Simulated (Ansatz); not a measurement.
# C2H5ClTe: the cost of one run

All numbers are computed with the Python package of Ansatz 0.2.0. Level of theory: Hartree-Fock/def2-SVP.

**1. The structure**

Bond lengths: C1–C2 1.510 Å, C2–Cl3 1.756 Å, C2–Te4 2.100 Å, C1–H5 1.100 Å, C1–H6 1.188 Å, C1–H7 1.111 Å, C2–H8 1.086 Å, Te4–H9 1.712 Å. Angles: C1–C2–Cl3 108.2°, C1–C2–Te4 110.7°, C1–C2–H8 108.9°, Cl3–C2–Te4 108.5°, Cl3–C2–H8 108.1°, Te4–C2–H8 112.4°, C2–C1–H5 112.4°, C2–C1–H6 107.6°, C2–C1–H7 113.1°, H5–C1–H6 105.6°, H5–C1–H7 111.9°, H6–C1–H7 105.8°, C2–Te4–H9 95.1°.

No structure file is read: the coordinates are typed or built in the script.

**2. The code**

bend_c2h5clte.py

```python
"""Energy of C2H5ClTe against one bond angle."""

import ansatz as az
from ase import Atoms

atoms = Atoms(["C", "C", "Cl", "Te", "H", "H", "H", "H", "H"], positions=[
    [0.4634, 0.5939, -0.6172],
    [-0.3082, -0.642, -0.2224],
    [0.8444, -1.8795, 0.2496],
    [-1.5628, -0.2419, 1.4139],
    [1.0921, 0.4291, -1.5048],
    [-0.326, 1.4234, -0.9353],
    [1.0418, 1.0329, 0.2234],
    [-0.8579, -1.0043, -1.0863],
    [-0.2984, 0.2422, 2.4621],
])

# relax first, so that the scan starts from a minimum
first = (
    az.Crystal.molecule_from_ase(atoms).calculation()
    .basis(gaussian="def2-SVP")
    .functional("hf")
    .relax(force_tolerance=0.02, max_steps=80)
)
atoms.positions = first.run().report["positions_ang"]

rows = []
for angle in [85, 95, 105, 115, 125, 140, 160]:
    bent = atoms.copy()
    bent.set_angle(1, 3, 8, angle, indices=[8])
    calculation = (
        az.Crystal.molecule_from_ase(bent).calculation()
        .basis(gaussian="def2-SVP")
        .functional("hf")
    )
    rows.append((angle, calculation.run().report["free_energy_ev"]))
floor = min(e for _, e in rows)
for angle, e in rows:
    print(f"angle C1-Te3-H8 = {angle:3d} deg   {1000 * (e - floor):9.1f} meV")
```

**3. The calls as engine input**

The package turns the script's settings into the engine's input (first run):

```yaml
crystal:
  periodic: [false, false, false]
  atoms:
    - { symbol: C, position_ang: [0.4634, 0.5939, -0.6172] }
    - { symbol: C, position_ang: [-0.3082, -0.642, -0.2224] }
    - { symbol: Cl, position_ang: [0.8444, -1.8795, 0.2496] }
    - { symbol: Te, position_ang: [-1.5628, -0.2419, 1.4139] }
    - { symbol: H, position_ang: [1.0921, 0.4291, -1.5048] }
    - { symbol: H, position_ang: [-0.326, 1.4234, -0.9353] }
    - { symbol: H, position_ang: [1.0418, 1.0329, 0.2234] }
    - { symbol: H, position_ang: [-0.8579, -1.0043, -1.0863] }
    - { symbol: H, position_ang: [-0.2984, 0.2422, 2.4621] }
basis:
  gaussian:
    orbitals: def2-SVP
hamiltonian:
  xc: hf
relax:
  f_tol: 0.02
  max_steps: 80
```

**4. Running it**

Run with:

```console
python bend_c2h5clte.py
```

Q: Estimate wall time and peak memory on 1 thread of Arm Neoverse V2, shared host.

About 32 s, with a peak of 0.29 GiB.
